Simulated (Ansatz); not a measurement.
# GaSbTe2S: the cost of one run

Computed with Ansatz 0.2.0 (DFT PBE, scalar-relativistic, plane waves, PAW, unless a step's input says otherwise).

### 1 The structure to begin with

Symmetry: P3m1, No. 156, trigonal system. Conventional cell: a = 3.934 Å, b = 3.934 Å, c = 10.876 Å, α = 90.00°, β = 90.00°, γ = 120.00°. Ga (site symmetry 3m) is surrounded by 3 S at 2.51 Å and 3 Te at 3.36 Å. Around Sb (site symmetry 3m) lie 6 Te at 2.97 to 3.03 Å. Te (site symmetry 3m) is surrounded by 3 Sb at 3.03 Å and 3 Ga at 3.36 Å. Around Te (site symmetry 3m) lie 3 Sb at 2.97 Å. Around S (site symmetry 3m) lie 3 Ga at 2.51 Å.

Coordinates:

```cif
data_structure
_symmetry_space_group_name_H-M 'P 1'
_symmetry_Int_Tables_number 1
_cell_length_a 3.9344
_cell_length_b 3.9344
_cell_length_c 10.8761
_cell_angle_alpha 90.000
_cell_angle_beta 90.000
_cell_angle_gamma 120.000
_cell_volume 145.80
loop_
_atom_site_label
_atom_site_type_symbol
_atom_site_fract_x
_atom_site_fract_y
_atom_site_fract_z
_atom_site_occupancy
Ga1 Ga 0.66667 0.33333 0.57445 1
Sb1 Sb 0.00000 0.00000 0.98550 1
Te1 Te 0.33333 0.66667 0.80176 1
Te2 Te 0.66667 0.33333 0.16167 1
S1 S 0.33333 0.66667 0.47662 1
```

The cell was relaxed beforehand at this level, from a database cell with other species swapped in; it is a trial structure. At a tolerance of 0.05 Å it has space group P3m1 (No. 156); it has 29.16 Å³/atom, an uncorrected energy of -0.07 eV/atom over the elements.

### 2 Static run: bands, density of states and charges

input.yaml

```yaml
crystal:
  lattice:
    - [3.9344372445, 0.0, 0.0]
    - [-1.9672186223, 3.4073226034, 0.0]
    - [0.0, 0.0, 10.8760852177]
  atoms:
    - { symbol: Ga, position: [0.6666666667, 0.3333333333, 0.5744538528] }
    - { symbol: Sb, position: [0.0, 0.0, 0.9855001116] }
    - { symbol: Te, position: [0.3333333333, 0.6666666667, 0.8017580006] }
    - { symbol: Te, position: [0.6666666667, 0.3333333333, 0.1616655736] }
    - { symbol: S, position: [0.3333333333, 0.6666666667, 0.4766224614] }
basis:
  ecutwfc: 420
kpoints:
  mp_grid: { grid: [12, 12, 4] }
  band_path:
    path:
      - [[0.0, 0.0, 0.0], [0.5, 0.0, 0.0], [0.33333333, 0.33333333, 0.0], [0.0, 0.0, 0.0], [0.0, 0.0, 0.5], [0.5, 0.0, 0.5], [0.33333333, 0.33333333, 0.5], [0.0, 0.0, 0.5]]
      - [[0.5, 0.0, 0.5], [0.5, 0.0, 0.0]]
      - [[0.33333333, 0.33333333, 0.5], [0.33333333, 0.33333333, 0.0]]
    npoints: 14
hamiltonian:
  xc: pbe
scf:
  occupations: { method: gaussian, width: 0.1 }
  n_extra_bands: 12
output:
  forces: true
  stress: true
  eigenvalues: true
  populations: true
  dos: { projected: true, de: 0.02, nscf_kmesh: { grid: [15, 15, 5] } }
  bader: true
```

Run with:

```console
$ ansatz run input.yaml --threads 1 --pin off --max-ram 2560MiB --backend cpu --events-out ev --progress --plain --runs-dir out
```

Q: Estimate wall time and peak memory on 1 thread of Intel Xeon 6975P-C (Granite Rapids), shared host.

About 86 s, with a peak of 0.86 GiB.
